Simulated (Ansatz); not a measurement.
# ClH3SeSi: the cost of one run

All numbers are computed with Ansatz 0.2.0 through its Python package. Level of theory: SC-NEVPT2/def2-SVP.

## 1. The system

Bond lengths: Cl1–Si2 2.040 Å, Si2–Se3 2.257 Å, Si2–H4 1.477 Å, Si2–H5 1.481 Å, Se3–H6 1.558 Å. Angles: Cl1–Si2–Se3 108.6°, Cl1–Si2–H4 111.7°, Cl1–Si2–H5 110.8°, Se3–Si2–H4 108.3°, Se3–Si2–H5 110.0°, H4–Si2–H5 107.3°, Si2–Se3–H6 91.0°.

No structure file is read: the coordinates are typed or built in the script.

## 2. The code

Contents of run_cas.py:

```python
# -*- coding: utf-8 -*-
'''Active-space calculation on ClH3SeSi.'''

import ansatz as az

BASIS_SET = 'def2-SVP'

geometry = (
    az.Crystal.molecule()
    .atom('Cl', [-2.3885, 0.1066, -0.1117])
    .atom('Si', [-0.3708, -0.061, -0.3597])
    .atom('Se', [0.6336, 0.3108, 1.6266])
    .atom('H', [0.0127, -1.4082, -0.8286])
    .atom('H', [0.1182, 0.9112, -1.364])
    .atom('H', [2.0368, 0.0765, 0.9912])
)

calculation = (
    geometry.calculation()
    .basis(gaussian=BASIS_SET)
    .scf(lower_state_search='standard')
    .correlation(active_electrons=6, active_orbitals=7)
)
for method in ['sc_nevpt2']:
    rep = (calculation if method is None else calculation.correlation(method)).run().report
    space = rep['configurations']
    state = space['states'][0]
    print(method or 'casscf', f'total {rep["free_energy_ev"] / 27.211386246:.6f} Ha, active-space state {state["energy"]["hartree"]:.6f} Ha, mean field {rep["reference_energy_ev"] / 27.211386246:.6f} Ha')
    print('  determinants', state['n_determinants'], ' natural occupations', [round(n, 3) for n in space['natural_occupations']])
print('effectively unpaired electrons, sum of min(n, 2 - n):', round(sum(min(n, 2 - n) for n in space['natural_occupations']), 3))
```

## 3. The input behind the calls

The engine receives this input:

```yaml
crystal:
  periodic: [false, false, false]
  atoms:
    - { symbol: Cl, position_ang: [-2.3885, 0.1066, -0.1117] }
    - { symbol: Si, position_ang: [-0.3708, -0.061, -0.3597] }
    - { symbol: Se, position_ang: [0.6336, 0.3108, 1.6266] }
    - { symbol: H, position_ang: [0.0127, -1.4082, -0.8286] }
    - { symbol: H, position_ang: [0.1182, 0.9112, -1.364] }
    - { symbol: H, position_ang: [2.0368, 0.0765, 0.9912] }
basis:
  gaussian:
    orbitals: def2-SVP
correlation:
  method: sc_nevpt2
  active_space:
    window:
      electrons: 6
      orbitals: 7
scf:
  lower_state_search: standard
```

## 4. Running it

Command:

```bash
> python run_cas.py
```

**Question.** How long does this script take on 1 thread of Arm Neoverse V1, shared host, and how much memory does it need?

About 56 s, with a peak of 0.32 GiB.
